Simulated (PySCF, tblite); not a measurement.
# C5H9NS+ (doublet): geometry, infrared bands and EPR parameters

Wanted: the infrared bands and EPR parameters of C5H9NS+ (doublet) (`C/N=C/C=C\[S+]C`), by calculation.

Computed with tblite 0.8.0 and PySCF 2.14.0, with density-fitted response routines of our own, on a single molecule in the gas phase. Atoms are numbered from 0 throughout.

## 1. Starting geometry

16 atoms, charge 1, multiplicity 2; geometry from: force field or distance geometry start.

Bonds of the start (Å): C0–N1 1.42, N1–C2 1.30, C2–C3 1.44, C3–C4 1.31, C4–S5 1.79, S5–C6 1.82, C0–H7 1.13, C0–H8 1.12, C0–H9 1.13, C2–H10 1.10, C3–H11 1.10, C4–H12 1.08, C6–H13 1.12, C6–H14 1.11, C6–H15 1.12.

## 2. Optimising the geometry with GFN2-xTB

What the job is given:

```
{"job": {"kind": "relax", "xc": "GFN2-xTB", "basis": "xTB"}, "charge": 1, "multiplicity": 2}
C     -2.666000     1.042100     0.535700
N     -1.427100     0.358900     0.379000
C     -1.366500    -0.938200     0.448900
C     -0.152600    -1.699400     0.297400
C      1.037900    -1.184600     0.114600
S      1.197400     0.595500    -0.007000
C      2.975400     0.986900     0.000200
H     -3.316300     0.952100    -0.378000
H     -2.443500     2.128700     0.715400
H     -3.231300     0.708200     1.455300
H     -2.326900    -1.440300     0.606500
H     -0.234000    -2.796800     0.372700
H      1.944600    -1.759900     0.013500
H      3.503500     0.030100     0.265800
H      3.319400     1.219300    -1.028400
H      3.178400     1.806500     0.731900
```

Command:

```console
> OMP_NUM_THREADS=1 python probes_run.py task.json out
```

The driver reads the jobs from task.json and runs them one after another.

**Question.** This job is followed by: GFN2-xTB harmonic vibrations, gas phase; UKS B3LYP, pcH-1 on C H N S, non-relativistic, mean-field spin-orbit, GIAO. Predict these results of the whole session: strongest single infrared mode (GFN2-xTB); zero-point energy (GFN2-xTB); g(iso) (B3LYP); ⟨S²⟩; largest a(iso) (averaged by class).

The runs gave:

| quantity | value |
| --- | --- |
| strongest single infrared mode (GFN2-xTB) | 1373 cm⁻¹, 57 km/mol |
| zero-point energy (GFN2-xTB) | 79.2 kcal/mol |
| g(iso) (B3LYP) | 2.00758 |
| ⟨S²⟩ | 0.763 (exact 0.75) |
| largest a(iso) (averaged by class) | 33S on S5, 136.9 MHz |

In words: The optimisation took 123 steps and gained 0.722 eV; among the close pairs (by a distance rule), C4–S5 changed most, from 1.791 to 1.731 Å. The frame itself reshapes: N1···S5 goes from 2.66 to 2.27 Å. No mode is imaginary among the 42: a minimum at this level. The strongest single mode, at 1373 cm⁻¹, moves mainly H7, H9 and H8. Unscaled tight-binding wavenumbers are off by several per cent, some by more. Its intensities can rank the bands wrongly. The largest spin populations lie on N1 (0.43 e), S5 (0.43 e). The isotropic g lies 5.3 ppt above the free-electron value.
